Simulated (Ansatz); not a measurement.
# C6H11IN2 (1-ethyl-3-methylimidazolium iodide): the cost of one run

Program: Ansatz 0.2.0, Gaussian basis. Level of theory: the settings change from run to run. These are calculated values, not measurements.

## 1. The relaxed structure

The geometry comes from an earlier relaxation with PBE-D4/def2-SVP; it is a stationary point, not always the lowest conformer. I takes a core potential in def2 sets; no spin-orbit term is included.

20 atoms, charge 0, spin multiplicity 1.

Atoms are counted from 1 here; the program's logs count them from 0.

Bond lengths: C1–C2 1.526 Å, C1–H9 1.108 Å, C1–H10 1.109 Å, C1–H11 1.110 Å, C2–N3 1.466 Å, C2–H12 1.107 Å, C2–H13 1.111 Å, N3–C4 1.388 Å, N3–C8 1.359 Å, C4–C5 1.371 Å, C4–H14 1.093 Å, C5–N6 1.388 Å, C5–H15 1.094 Å, N6–C7 1.452 Å, N6–C8 1.361 Å, C7–H16 1.104 Å, C7–H17 1.107 Å, C7–H18 1.116 Å and more. Angles: C2–C1–H9 109.6°, C2–C1–H10 111.6°, C2–C1–H11 109.7°, H9–C1–H10 107.8°, H9–C1–H11 109.1°, H10–C1–H11 109.0°, C1–C2–N3 112.6°, C1–C2–H12 110.3°, C1–C2–H13 111.9°, N3–C2–H12 106.4°, N3–C2–H13 108.0°, H12–C2–H13 107.4°, C2–N3–C4 125.9°, C2–N3–C8 124.4°, C4–N3–C8 108.5°, N3–C4–C5 107.2°, N3–C4–H14 122.2°, C5–C4–H14 130.6° and more.

## 2. wB97M-V/def2-SVP

Options: a point charge of -1.00 e beside it.

File in.yaml:

```yaml
crystal:
  periodic: [false, false, false]
  atoms:
    - {symbol: C, position_ang: [2.733772, 0.191085, 0.429324]}
    - {symbol: C, position_ang: [1.889716, -0.173574, -0.788706]}
    - {symbol: N, position_ang: [0.494480, -0.458126, -0.441167]}
    - {symbol: C, position_ang: [0.055047, -1.468200, 0.403956]}
    - {symbol: C, position_ang: [-1.291829, -1.287902, 0.586408]}
    - {symbol: N, position_ang: [-1.667100, -0.176785, -0.155874]}
    - {symbol: C, position_ang: [-2.933832, 0.527621, -0.073886]}
    - {symbol: C, position_ang: [-0.545797, 0.380037, -0.689956]}
    - {symbol: H, position_ang: [3.761476, 0.447913, 0.104843]}
    - {symbol: H, position_ang: [2.804232, -0.653306, 1.144261]}
    - {symbol: H, position_ang: [2.286965, 1.065592, 0.946687]}
    - {symbol: H, position_ang: [1.866605, 0.669059, -1.506597]}
    - {symbol: H, position_ang: [2.295885, -1.056903, -1.325724]}
    - {symbol: H, position_ang: [0.729936, -2.233485, 0.796388]}
    - {symbol: H, position_ang: [-2.015621, -1.861626, 1.171865]}
    - {symbol: H, position_ang: [-3.677187, -0.116329, 0.428694]}
    - {symbol: H, position_ang: [-3.300187, 0.784176, -1.086492]}
    - {symbol: H, position_ang: [-2.761528, 1.466060, 0.505148]}
    - {symbol: H, position_ang: [-0.540057, 1.172613, -1.440977]}
    - {symbol: I, position_ang: [-0.184985, 2.782078, 0.991794]}
basis:
  gaussian: {orbitals: def2-SVP, point_charges: [{charge: -1.00, position_ang: [8.230, 0.065, 0.752]}]}
hamiltonian: {xc: {name: wB97M-V}}
scf: {omitted_lower_state_checks: [starts]}
```

The run is started by

```
ansatz run in.yaml --threads 4 --pin off --events-out ev --progress --plain --max-ram 6963MiB
```

**Question.** How long does this run take on 4 threads of Arm Neoverse V2, shared host, and how much memory does it need?

About 14 s, with a peak of 0.86 GiB.
